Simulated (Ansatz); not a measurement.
**GaBrCl2 (SMILES [Cl][Ga]([Cl])[Br]): one structure at several levels**

Program: Ansatz 0.2.0, Gaussian basis. Level of theory: single points in def2-TZVPP. These are calculated values, not measurements.

Correlated methods freeze the cores. Filled d shells of the heavier atoms are correlated.

## 1. Where the work starts

SMILES `[Cl][Ga]([Cl])[Br]`, 4 atoms, charge 0, spin multiplicity 1.

Atoms are counted from 1 here; the program's logs count them from 0.

Bond lengths: Cl1–Ga2 2.129 Å, Ga2–Cl3 2.168 Å, Ga2–Br4 2.278 Å. Angles: Cl1–Ga2–Cl3 127.3°, Cl1–Ga2–Br4 116.6°, Cl3–Ga2–Br4 115.4°.

Coordinates:

```xyz
4
charge 0, multiplicity 1
Cl    1.2435    0.3829    1.6987
Ga    0.1201   -0.0585   -0.0546
Cl   -0.4612   -2.0158   -0.7837
Br   -0.8602    1.7063   -1.1094
```

## 2. CCSD(T)/def2-TZVPP

run/in.yaml reads:

```yaml
crystal:
  periodic: [false, false, false]
  atoms:
    - {symbol: Cl, position_ang: [1.243500, 0.382900, 1.698700]}
    - {symbol: Ga, position_ang: [0.120100, -0.058500, -0.054600]}
    - {symbol: Cl, position_ang: [-0.461200, -2.015800, -0.783700]}
    - {symbol: Br, position_ang: [-0.860200, 1.706300, -1.109400]}
basis:
  gaussian: {orbitals: def2-TZVPP}
correlation: {method: ccsd_t}
```

On the command line:

```bash
$ ansatz run in.yaml --threads 8 --pin off --events-out ev --progress --plain --max-ram 10444MiB
```

What time and memory should one allow on 8 threads of Arm Neoverse N1, shared host?

About 45 s, with a peak of 1.7 GiB.
